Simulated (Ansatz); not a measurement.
# BH4NSiTe: the cost of one run

All numbers below are computed with Ansatz 0.2.0 (RKS PBE0/def2-SVP).

**1. The starting structure**

Bond lengths: Te1–B2 2.147 Å, B2–N3 1.507 Å, B2–Si4 1.992 Å, N3–Si4 1.658 Å, Te1–H5 1.766 Å, N3–H6 1.073 Å, Si4–H7 1.490 Å, Si4–H8 1.483 Å. Angles: Te1–B2–N3 151.0°, Te1–B2–Si4 154.4°, N3–B2–Si4 54.5°, B2–Te1–H5 91.6°, B2–N3–Si4 77.8°, B2–N3–H6 106.5°, Si4–N3–H6 107.9°, B2–Si4–N3 47.7°, B2–Si4–H7 108.0°, B2–Si4–H8 107.1°, N3–Si4–H7 118.3°, N3–Si4–H8 116.3°, H7–Si4–H8 125.5°.

As a file:

```xyz
8

Te   -1.1480    2.4072   -0.0837
B    -0.0346    0.5730    0.0001
N     1.2724   -0.1766   -0.0137
Si    0.1754   -1.3917    0.2514
H    -1.3576    2.2576   -1.8311
H     1.7570    0.0389    0.9185
H    -0.1895   -1.7187    1.6590
H    -0.3828   -2.0468   -0.9563
```

**2. Relaxing end A**

input.yaml

```yaml
crystal:
  periodic: [false, false, false]
  atoms:
    - { symbol: Te, position_ang: [-1.148, 2.4072, -0.0837] }
    - { symbol: B, position_ang: [-0.0346, 0.573, 0.0001] }
    - { symbol: "N", position_ang: [1.2724, -0.1766, -0.0137] }
    - { symbol: Si, position_ang: [0.1754, -1.3917, 0.2514] }
    - { symbol: H, position_ang: [-1.3576, 2.2576, -1.8311] }
    - { symbol: H, position_ang: [1.757, 0.0389, 0.9185] }
    - { symbol: H, position_ang: [-0.1895, -1.7187, 1.659] }
    - { symbol: H, position_ang: [-0.3828, -2.0468, -0.9563] }
basis:
  gaussian: { orbitals: def2-SVP }
hamiltonian:
  xc: pbe0
relax:
  f_tol: 0.02
  max_steps: 50
```

Run with:

```
ansatz run input.yaml --threads 2 --pin off --max-ram 3072MiB --backend cpu --events-out ev --progress --plain --runs-dir out
```

Q: Estimate wall time and peak memory on 2 threads of AMD EPYC 9R45 (Zen 5), shared host.

About 14 s, with a peak of 0.22 GiB.
